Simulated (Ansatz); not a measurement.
**ClHSZn: up Jacob's ladder to CCSD(T)**

An exercise on one series of results from a longer session: the logs are not shown, and one member is left open.

Program: Ansatz 0.2.0, Gaussian basis. Level of theory: functionals in def2-TZVPP, the program's frozen cores in correlated methods. These are calculated values, not measurements.

The runs, in order: LDA (SPW92), PBE-D4, revPBE-D4, BLYP-D4, r2SCAN-D4, B97M-V, PBE0-D4, B3LYP-D4, r2SCANh-D4, r2SCAN0-D4, HSE06-D4, BHLYP-D4, CAM-B3LYP-D4, LC-ωPBE, ωB97X-V, ωB97M-V, B2PLYP, PBE-QIDH; CCSD(T)/def2-SVP; CCSD(T)/def2-TZVPP; MP2/def2-QZVPP; extrapolation to the limit; RPA on PBE.

**The geometry**

All runs share one geometry, relaxed beforehand with PBE0-D4 in a triple-zeta def2 set.

SMILES `[SH][Zn][Cl]`, 4 atoms, charge 0, spin multiplicity 1.

Atoms are counted from 1 here; the program's logs count them from 0.

Bond lengths: S1–Zn2 2.153 Å, S1–H4 1.345 Å, Zn2–Cl3 2.095 Å. Angles: Zn2–S1–H4 92.5°, S1–Zn2–Cl3 179.2°.

The first run:

Input file in.yaml:

```yaml
crystal:
  periodic: [false, false, false]
  atoms:
    - {symbol: S, position_ang: [-0.520342, 1.236021, -0.882898]}
    - {symbol: Zn, position_ang: [-0.030697, -0.669042, -0.008570]}
    - {symbol: Cl, position_ang: [0.430132, -2.537068, 0.821261]}
    - {symbol: H, position_ang: [0.176408, 1.909689, 0.049907]}
basis:
  gaussian: {orbitals: def2-TZVPP}
hamiltonian: {xc: lda}
output: {orbitals: {seedname: orbitals}}
```

Launch:

```
$ ansatz run in.yaml --threads 4 --pin off --events-out ev --progress --plain --max-ram 10444MiB
```

Steps of the session up to this table: LDA; PBE-D4 (GGA); revPBE-D4 (GGA); BLYP-D4 (GGA); r2SCAN-D4 (meta-GGA); B97M-V (meta-GGA); PBE0-D4 (hybrid); B3LYP-D4 (hybrid); r2SCANh-D4 (hybrid); r2SCAN0-D4 (hybrid); HSE06-D4 (hybrid); BHLYP-D4 (hybrid); CAM-B3LYP-D4 (range-separated); LC-ωPBE (range-separated); ωB97X-V (range-separated); ωB97M-V (range-separated); B2PLYP (double hybrid); PBE-QIDH (double hybrid).

One table of the session follows, with a row left open; its other results are not shown here.

It belongs to the step «Orbital energies across the functionals». 

```
  functional  HOMO (eV)  gap (eV)
 LDA (SPW92)      -6.69      4.25
      PBE-D4      -6.53      4.36
   revPBE-D4      -6.47      4.42
     BLYP-D4      -6.36      4.22
   r2SCAN-D4      -6.81      4.94
      B97M-V      -6.84      4.82
     PBE0-D4      -7.74      6.45
    B3LYP-D4      -7.48      5.88
  r2SCANh-D4      -7.25      5.70
  r2SCAN0-D4          ?         ?
    HSE06-D4      -7.33      5.68
    BHLYP-D4      -8.78      8.27
CAM-B3LYP-D4      -9.05      8.65
     LC-ωPBE     -10.46     11.33
     ωB97X-V     -10.08     10.76
     ωB97M-V      -9.92     10.35
```

**Question.** Estimate the row for r2SCAN0-D4.

Worked estimate for «HOMO (eV)». Against the share of exact exchange, r2SCAN-D4 (0, -6.81), r2SCANh-D4 (0.1, -7.25) give a slope of -4.40 per unit share; at 0.25 the line stands at -7.91.

**Answer.** HOMO (eV): -7.92; gap (eV): 6.82. In «HOMO (eV)» the line misses by +0.01.
